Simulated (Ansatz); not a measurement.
This script for Ansatz 0.2.0, Python API starts 8 runs on BGeH5Se, SMILES B[Se][GeH3]. What input does the engine get in each?

`scan_bgeh5se.py`:
```python
"""Stretching a bond of BGeH5Se, the rest held rigid."""

import warnings

import ansatz as az
from ase import Atoms
import numpy as np

SETTINGS = {
    "basis": "def2-SVP",
    "method": "mp2",
}

warnings.simplefilter("ignore", az.DeckWarning)

atoms = Atoms(["B", "Se", "Ge", "H", "H", "H", "H", "H"], positions=[
    [-0.9506, 0.9819, -1.0381],
    [0.8578, 0.3224, -1.3534],
    [0.7692, -0.7799, 0.712],
    [-1.8584, 0.4051, -1.4048],
    [-1.1561, 2.0494, -0.5116],
    [0.5908, 0.2728, 1.856],
    [2.1678, -1.5264, 0.9558],
    [-0.3284, -1.7824, 0.7282],
])
geometry = az.Crystal.molecule_from_ase(atoms)

symbols = [site.symbol for site in geometry.cartesian_sites]
start = np.array([site.position_ang for site in geometry.cartesian_sites])
axis = (start[3] - start[0]) / np.linalg.norm(start[3] - start[0])
moving = [3]
lengths, energies = [1.0, 1.045, 1.091, 1.136, 1.182, 1.227, 1.273, 1.341], []
for length in lengths:
    xyz = start.copy()
    xyz[moving] += (length - np.linalg.norm(start[3] - start[0])) * axis
    point = az.Crystal.molecule()
    for symbol, place in zip(symbols, xyz):
        point = point.atom(symbol, place.tolist())
    calc = point.calculation().basis(gaussian=SETTINGS["basis"]).correlation(SETTINGS["method"])
    data = calc.run(threads=1, pin="off").report
    energies.append(data["free_energy_ev"])
    print(f"r = {length:6.3f} A  E = {energies[-1]:.5f} eV  <S^2> = {abs(data['mean_field']['state']['spin_squared']):.3f}")

# quartic fit about the minimum
fit = np.polynomial.Polynomial.fit(lengths, np.array(energies) - min(energies), 4).convert()
roots = [r.real for r in fit.deriv().roots() if abs(r.imag) < 1e-9 and fit.deriv(2)(r.real) > 0]
r_e = min(roots, key=lambda r: abs(r - lengths[int(np.argmin(energies))]))
print(f"minimum of the fit at {r_e:.4f} A, force constant {fit.deriv(2)(r_e):.2f} eV/A^2")
```

Run 1:
```yaml
crystal:
  periodic: [false, false, false]
  atoms:
    - { symbol: B, position_ang: [-0.9506, 0.9819, -1.0381] }
    - { symbol: Se, position_ang: [0.8578, 0.3224, -1.3534] }
    - { symbol: Ge, position_ang: [0.7692, -0.7799, 0.712] }
    - { symbol: H, position_ang: [-1.7494808102396537, 0.47430531907222717, -1.3608027903887212] }
    - { symbol: H, position_ang: [-1.1561, 2.0494, -0.5116] }
    - { symbol: H, position_ang: [0.5908, 0.2728, 1.856] }
    - { symbol: H, position_ang: [2.1678, -1.5264, 0.9558] }
    - { symbol: H, position_ang: [-0.3284, -1.7824, 0.7282] }
basis:
  gaussian:
    orbitals: def2-SVP
correlation:
  method: mp2
```

Run 2, against run 1:
```diff
-    - { symbol: H, position_ang: [-1.7494808102396537, 0.47430531907222717, -1.3608027903887212] }
+    - { symbol: H, position_ang: [-1.785430446700438, 0.4514635584304774, -1.3753244159562135] }
```

Run 3, against run 1:
```diff
-    - { symbol: H, position_ang: [-1.7494808102396537, 0.47430531907222717, -1.3608027903887212] }
+    - { symbol: H, position_ang: [-1.822178963971462, 0.42811420310779985, -1.3901687443140947] }
```

Run 4, against run 1:
```diff
-    - { symbol: H, position_ang: [-1.7494808102396537, 0.47430531907222717, -1.3608027903887212] }
+    - { symbol: H, position_ang: [-1.8581286004322466, 0.4052724424660501, -1.4046903698815871] }
```

Run 5, against run 1:
```diff
-    - { symbol: H, position_ang: [-1.7494808102396537, 0.47430531907222717, -1.3608027903887212] }
+    - { symbol: H, position_ang: [-1.8948771177032706, 0.38192308714337253, -1.4195346982394683] }
```

Run 6, against run 1:
```diff
-    - { symbol: H, position_ang: [-1.7494808102396537, 0.47430531907222717, -1.3608027903887212] }
+    - { symbol: H, position_ang: [-1.9308267541640551, 0.35908132650162267, -1.4340563238069608] }
```

Run 7, against run 1:
```diff
-    - { symbol: H, position_ang: [-1.7494808102396537, 0.47430531907222717, -1.3608027903887212] }
+    - { symbol: H, position_ang: [-1.967575271435079, 0.3357319711789452, -1.448900652164842] }
```

Run 8, against run 1:
```diff
-    - { symbol: H, position_ang: [-1.7494808102396537, 0.47430531907222717, -1.3608027903887212] }
+    - { symbol: H, position_ang: [-2.0218991665313757, 0.3012155328758566, -1.470844441911275] }
```

```console
$ python scan_bgeh5se.py
r =  1.000 A  E = -122526.17944 eV  <S^2> = 0.000
r =  1.045 A  E = -122526.49907 eV  <S^2> = 0.000
r =  1.091 A  E = -122526.71630 eV  <S^2> = 0.000
r =  1.136 A  E = -122526.84219 eV  <S^2> = 0.000
r =  1.182 A  E = -122526.89944 eV  <S^2> = 0.000
r =  1.227 A  E = -122526.89914 eV  <S^2> = 0.000
r =  1.273 A  E = -122526.85278 eV  <S^2> = 0.000
r =  1.341 A  E = -122526.71885 eV  <S^2> = 0.000
minimum of the fit at 1.2038 A, force constant 24.42 eV/A^2
```

Notes:
- Total energies depend on the basis set; only differences at equal settings carry meaning.
- The rest of the molecule is held rigid at a force-field or estimated start geometry, and the basis set is modest; single-reference methods fail as a bond breaks.
- The orbitals are restricted, so S² is zero by construction.
- S² is that of the Hartree-Fock reference.
- Wall time of the script: 21 s on 1 thread of Arm Neoverse V1, on a shared host, peak memory 0.28 GiB.
